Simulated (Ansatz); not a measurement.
# C10H22O: how energies converge with the basis set

One table from this session's results is given with a row withheld; the runs are named, their logs left out.

Computed with Ansatz 0.2.0, Gaussian basis. Level: one geometry, several basis sets.

Levels to be run: PBE0-D4/def2-SVP; ωB97M-V/def2-SVP; PBE0-D4/def2-QZVPP; ωB97M-V/def2-QZVPP; the functionals' def2-TZVPP values are taken from earlier runs.

### The relaxed structure

The geometry comes from an earlier relaxation with PBE0-D4 in a triple-zeta def2 set; it is a stationary point, not always the lowest conformer.

SMILES `CCCCCCCCCCO`, 33 atoms, charge 0, spin multiplicity 1.

Atoms are counted from 1 here; the program's logs count them from 0.

Bond lengths: C1–C2 1.521 Å, C1–H12 1.094 Å, C1–H13 1.092 Å, C1–H14 1.092 Å, C2–C3 1.523 Å, C2–H15 1.095 Å, C2–H16 1.097 Å, C3–C4 1.521 Å, C3–H17 1.096 Å, C3–H18 1.097 Å, C4–C5 1.525 Å, C4–H19 1.094 Å, C4–H20 1.096 Å, C5–C6 1.525 Å, C5–H21 1.096 Å, C5–H22 1.096 Å, C6–C7 1.521 Å, C6–H23 1.095 Å and more. Angles: C2–C1–H12 110.9°, C2–C1–H13 111.3°, C2–C1–H14 111.9°, H12–C1–H13 107.6°, H12–C1–H14 107.7°, H13–C1–H14 107.4°, C1–C2–C3 113.8°, C1–C2–H15 109.0°, C1–C2–H16 109.6°, C3–C2–H15 108.8°, C3–C2–H16 109.2°, H15–C2–H16 106.1°, C2–C3–C4 114.1°, C2–C3–H17 108.6°, C2–C3–H18 109.3°, C4–C3–H17 110.1°, C4–C3–H18 108.7°, H17–C3–H18 105.9° and more.

Set-up of the first run:

Input file in.yaml:

```yaml
crystal:
  periodic: [false, false, false]
  atoms:
    - {symbol: C, position_ang: [0.136880, -0.113841, 3.344371]}
    - {symbol: C, position_ang: [-0.558537, 1.185331, 2.969573]}
    - {symbol: C, position_ang: [-0.881465, 1.303659, 1.485568]}
    - {symbol: C, position_ang: [-1.928633, 0.313649, 0.997966]}
    - {symbol: C, position_ang: [-2.297298, 0.475472, -0.472768]}
    - {symbol: C, position_ang: [-1.144720, 0.279059, -1.451298]}
    - {symbol: C, position_ang: [-0.518832, -1.105710, -1.394123]}
    - {symbol: C, position_ang: [0.578213, -1.334504, -2.428606]}
    - {symbol: C, position_ang: [1.779819, -0.403493, -2.310265]}
    - {symbol: C, position_ang: [2.503162, -0.509375, -0.981860]}
    - {symbol: O, position_ang: [3.619696, 0.350833, -0.893711]}
    - {symbol: H, position_ang: [1.064102, -0.237535, 2.776509]}
    - {symbol: H, position_ang: [0.395176, -0.133284, 4.405631]}
    - {symbol: H, position_ang: [-0.491779, -0.984996, 3.145992]}
    - {symbol: H, position_ang: [0.078502, 2.026796, 3.260741]}
    - {symbol: H, position_ang: [-1.483064, 1.288857, 3.550086]}
    - {symbol: H, position_ang: [0.046867, 1.180989, 0.915342]}
    - {symbol: H, position_ang: [-1.233005, 2.320128, 1.271889]}
    - {symbol: H, position_ang: [-1.588060, -0.710590, 1.178971]}
    - {symbol: H, position_ang: [-2.835417, 0.435876, 1.602090]}
    - {symbol: H, position_ang: [-3.095776, -0.234625, -0.718011]}
    - {symbol: H, position_ang: [-2.721605, 1.474931, -0.623605]}
    - {symbol: H, position_ang: [-0.380848, 1.042054, -1.271187]}
    - {symbol: H, position_ang: [-1.510603, 0.460001, -2.469001]}
    - {symbol: H, position_ang: [-0.121269, -1.293711, -0.391544]}
    - {symbol: H, position_ang: [-1.304226, -1.855656, -1.545049]}
    - {symbol: H, position_ang: [0.150118, -1.228543, -3.431594]}
    - {symbol: H, position_ang: [0.923858, -2.372186, -2.354967]}
    - {symbol: H, position_ang: [2.489069, -0.642042, -3.113280]}
    - {symbol: H, position_ang: [1.482062, 0.637968, -2.464957]}
    - {symbol: H, position_ang: [1.845640, -0.215280, -0.160556]}
    - {symbol: H, position_ang: [2.795360, -1.555032, -0.799781]}
    - {symbol: H, position_ang: [4.206621, 0.154775, -1.628546]}
basis:
  gaussian: {orbitals: def2-SVP}
hamiltonian: {xc: pbe0, dispersion: d4}
output: {orbitals: {seedname: orbitals}}
```

On the command line:

```console
$ ansatz run in.yaml --threads 10 --pin off --events-out ev --progress --plain --max-ram 110592MiB --backend cpu
```

Among the steps run: PBE0-D4 in def2-SVP; ωB97M-V in def2-SVP; PBE0-D4 in def2-QZVPP; ωB97M-V in def2-QZVPP.

One of the session's tables, all rows but one given; the rest of the session is left out.

It belongs to the step «Density functionals: the series». 

| functional | basis | HOMO (eV) | LUMO (eV) |
| --- | --- | --- | --- |
| PBE0-D4 | def2-SVP | -7.51 | 1.53 |
| PBE0-D4 | def2-TZVPP | -7.73 | 1.00 |
| PBE0-D4 | def2-QZVPP | ? | ? |
| ωB97M-V | def2-SVP | -9.95 | 3.16 |
| ωB97M-V | def2-TZVPP | -10.18 | 2.43 |
| ωB97M-V | def2-QZVPP | -10.23 | 1.74 |

Estimate the missing values for PBE0-D4, def2-QZVPP.

As computed: HOMO (eV): -7.78; LUMO (eV): 0.59. In the column «HOMO (eV)» it lies between ωB97M-V, def2-SVP (-9.95) and PBE0-D4, def2-TZVPP (-7.73).
